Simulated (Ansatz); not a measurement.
# ReHg: the cost of one run

Computed with Ansatz 0.2.0 (DFT PBE, scalar-relativistic, plane waves, PAW, unless a step's input says otherwise).

### Step 1. Starting point

It takes space group Pm-3m (No. 221, cubic). Conventional cell: a = 3.667 Å, b = 3.667 Å, c = 3.667 Å, α = 90.00°, β = 90.00°, γ = 90.00°. Around Re (site symmetry m-3m) lie 8 Hg at 3.18 Å. Hg (site symmetry m-3m) is surrounded by 8 Re at 3.18 Å.

Structure file:

```
Re Hg
1.0
     3.66677    0.00000    0.00000
     0.00000    3.66677    0.00000
     0.00000    0.00000    3.66677
Re Hg
1 1
Cartesian
  1.8334 1.8334 1.8334
  0.0000 0.0000 0.0000
```

A structure generator made this guess: random cell by space group and Wyckoff sites (Pm-3m, No. 221). Lengths come from tabulated atomic sizes and are only a guess.

### Step 2. A first look at the guess

File input.yaml:

```yaml
crystal:
  lattice:
    - [3.66677482, 0.0, 0.0]
    - [0.0, 3.66677482, 0.0]
    - [0.0, 0.0, 3.66677482]
  atoms:
    - { symbol: Re, position: [0.5, 0.5, 0.5] }
    - { symbol: Hg, position: [0.0, 0.0, 0.0] }
basis:
  ecutwfc: 420
kpoints:
  mp_grid: { grid: [6, 6, 6] }
hamiltonian:
  xc: pbe
scf:
  occupations: { method: gaussian, width: 0.1 }
  lower_state_search: "off"
output:
  forces: true
  stress: true
  eigenvalues: true
```

On the command line:

```console
> ansatz run input.yaml --threads 1 --pin off --max-ram 2048MiB --backend cpu --events-out ev --progress --plain --runs-dir out
```

**Question.** How long does this run take on 1 thread of Arm Neoverse V1, shared host, and how much memory does it need?

About 1.8 s, with a peak of 0.29 GiB.
